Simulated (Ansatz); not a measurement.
**CH₄OS₂Se: one species, many methods**

An exercise on one series of results from a longer session: the logs are not shown, and one member is left open.

Method: functionals in def2-TZVPP, the program's frozen cores in correlated methods; program: Ansatz 0.2.0, Gaussian basis.

The runs, in order: LDA (SPW92), PBE-D4, revPBE-D4, BLYP-D4, r2SCAN-D4, B97M-V, PBE0-D4, B3LYP-D4, r2SCANh-D4, r2SCAN0-D4, HSE06-D4, BHLYP-D4, CAM-B3LYP-D4, LC-ωPBE, ωB97X-V, ωB97M-V, B2PLYP, PBE-QIDH; CCSD(T)/def2-SVP; CCSD(T)/def2-TZVPP; MP2/def2-QZVPP; extrapolation to the limit; RPA on PBE.

### The relaxed structure

An earlier PBE0-D4 in a triple-zeta def2 set relaxation fixed the geometry.

SMILES `OC(S)(S)[SeH]`, 9 atoms, charge 0, spin multiplicity 1.

Atoms are counted from 1 here; the program's logs count them from 0.

Bond lengths: O1–C2 1.384 Å, O1–H6 0.965 Å, C2–S3 1.806 Å, C2–S4 1.829 Å, C2–Se5 1.996 Å, S3–H7 1.346 Å, S4–H8 1.342 Å, Se5–H9 1.467 Å. Angles: C2–O1–H6 108.5°, O1–C2–S3 108.9°, O1–C2–S4 106.8°, O1–C2–Se5 111.9°, S3–C2–S4 113.9°, S3–C2–Se5 103.1°, S4–C2–Se5 112.4°, C2–S3–H7 94.6°, C2–S4–H8 96.4°, C2–Se5–H9 93.9°.

Coordinates:

```xyz
9
CH4OS2Se
O     0.09538    0.91857   -1.26211
C     0.18385    0.13941   -0.12109
S     1.91149   -0.31609    0.14369
S    -0.92860   -1.29024   -0.37005
Se   -0.26713    1.17457    1.52453
H    -0.75087    1.38177   -1.25138
H     2.10471   -0.74791   -1.11627
H    -0.65085   -1.90036    0.79244
H    -1.60938    0.59399    1.64323
```

Set-up of the first run:

File in.yaml:

```yaml
crystal:
  periodic: [false, false, false]
  atoms:
    - {symbol: O, position_ang: [0.095382, 0.918571, -1.262107]}
    - {symbol: C, position_ang: [0.183849, 0.139409, -0.121091]}
    - {symbol: S, position_ang: [1.911486, -0.316088, 0.143692]}
    - {symbol: S, position_ang: [-0.928598, -1.290242, -0.370052]}
    - {symbol: Se, position_ang: [-0.267129, 1.174567, 1.524535]}
    - {symbol: H, position_ang: [-0.750873, 1.381769, -1.251376]}
    - {symbol: H, position_ang: [2.104709, -0.747915, -1.116271]}
    - {symbol: H, position_ang: [-0.650846, -1.900359, 0.792444]}
    - {symbol: H, position_ang: [-1.609381, 0.593989, 1.643226]}
basis:
  gaussian: {orbitals: def2-TZVPP}
hamiltonian: {xc: lda}
output: {orbitals: {seedname: orbitals}}
```

Launch:

```sh
ansatz run in.yaml --threads 4 --pin off --events-out ev --progress --plain --max-ram 10444MiB
```

Among the steps run: LDA; PBE-D4 (GGA); revPBE-D4 (GGA); BLYP-D4 (GGA); r2SCAN-D4 (meta-GGA); B97M-V (meta-GGA); PBE0-D4 (hybrid); B3LYP-D4 (hybrid); r2SCANh-D4 (hybrid); r2SCAN0-D4 (hybrid); HSE06-D4 (hybrid); BHLYP-D4 (hybrid); CAM-B3LYP-D4 (range-separated); LC-ωPBE (range-separated); ωB97X-V (range-separated); ωB97M-V (range-separated); B2PLYP (double hybrid); PBE-QIDH (double hybrid).

One table of the session follows, with a row left open; its other results are not shown here.

It belongs to the step «Frontier levels by functional». 

```
  functional  HOMO (eV)  gap (eV)
 LDA (SPW92)      -5.88      3.61
      PBE-D4      -5.74      3.69
   revPBE-D4          ?         ?
     BLYP-D4      -5.58      3.66
   r2SCAN-D4      -6.02      4.11
      B97M-V      -6.10      4.26
     PBE0-D4      -6.95      5.81
    B3LYP-D4      -6.71      5.35
  r2SCANh-D4      -6.46      4.89
  r2SCAN0-D4      -7.13      6.06
    HSE06-D4      -6.55      5.03
    BHLYP-D4      -8.02      7.88
CAM-B3LYP-D4      -8.26      8.24
     LC-ωPBE      -9.66     10.82
     ωB97X-V      -9.29     10.31
     ωB97M-V      -9.11      9.98
```

Q: Estimate the row for revPBE-D4 from the others.

The run gave: HOMO (eV): -5.69; gap (eV): 3.73. In the column «HOMO (eV)» it lies between PBE-D4 (-5.74) and BLYP-D4 (-5.58).
